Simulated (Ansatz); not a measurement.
# C2H6F2Se2Ti: the cost of one run

Computed with Ansatz 0.2.0, Gaussian basis. Level: one geometry, several basis sets.

Levels to be run: PBE0-D4/def2-SVP; ωB97M-V/def2-SVP; PBE0-D4/def2-QZVPP; ωB97M-V/def2-QZVPP; the functionals' def2-TZVPP values are taken from earlier runs.

## (1) The relaxed structure

An earlier PBE0-D4 in a triple-zeta def2 set relaxation fixed the geometry.

13 atoms, charge 0, spin multiplicity 1.

Atoms are counted from 1 here; the program's logs count them from 0.

Bond lengths: C1–Se2 1.963 Å, C1–H8 1.088 Å, C1–H9 1.088 Å, C1–H10 1.088 Å, Se2–Ti3 2.398 Å, Ti3–F4 1.752 Å, Ti3–F5 1.752 Å, Ti3–Se6 2.398 Å, Se6–C7 1.963 Å, C7–H11 1.088 Å, C7–H12 1.088 Å, C7–H13 1.088 Å. Angles: Se2–C1–H8 109.1°, Se2–C1–H9 106.7°, Se2–C1–H10 110.2°, H8–C1–H9 110.5°, H8–C1–H10 110.5°, H9–C1–H10 109.7°, C1–Se2–Ti3 96.5°, Se2–Ti3–F4 110.5°, Se2–Ti3–F5 105.3°, Se2–Ti3–Se6 104.9°, F4–Ti3–F5 119.6°, F4–Ti3–Se6 105.3°, F5–Ti3–Se6 110.4°, Ti3–Se6–C7 96.5°, Se6–C7–H11 110.2°, Se6–C7–H12 106.7°, Se6–C7–H13 109.1°, H11–C7–H12 109.7° and more.

## (2) PBE0-D4 in def2-SVP

Input file in.yaml:

```yaml
crystal:
  periodic: [false, false, false]
  atoms:
    - {symbol: C, position_ang: [0.047817, -2.467484, 0.107599]}
    - {symbol: Se, position_ang: [0.191575, -1.248999, -1.424751]}
    - {symbol: Ti, position_ang: [-1.360035, 0.389796, -0.615151]}
    - {symbol: F, position_ang: [-2.832519, -0.381669, -0.062707]}
    - {symbol: F, position_ang: [-1.439831, 1.611244, -1.868147]}
    - {symbol: Se, position_ang: [-0.336657, 1.285758, 1.359343]}
    - {symbol: C, position_ang: [1.206398, 2.101013, 0.460565]}
    - {symbol: H, position_ang: [0.508110, -2.002348, 0.976955]}
    - {symbol: H, position_ang: [0.579510, -3.377089, -0.165415]}
    - {symbol: H, position_ang: [-0.996315, -2.698769, 0.307234]}
    - {symbol: H, position_ang: [0.873133, 2.729856, -0.362280]}
    - {symbol: H, position_ang: [1.715790, 2.710127, 1.204969]}
    - {symbol: H, position_ang: [1.863425, 1.313665, 0.096686]}
basis:
  gaussian: {orbitals: def2-SVP}
hamiltonian: {xc: pbe0, dispersion: d4}
output: {orbitals: {seedname: orbitals}}
```

Launch:

```sh
ansatz run in.yaml --threads 4 --pin off --events-out ev --progress --plain --max-ram 41984MiB --backend cpu
```

**Question.** How long does this run take on 4 threads of AMD EPYC 7R13, shared host, and how much memory does it need?

About 4.2 s, with a peak of 0.75 GiB.
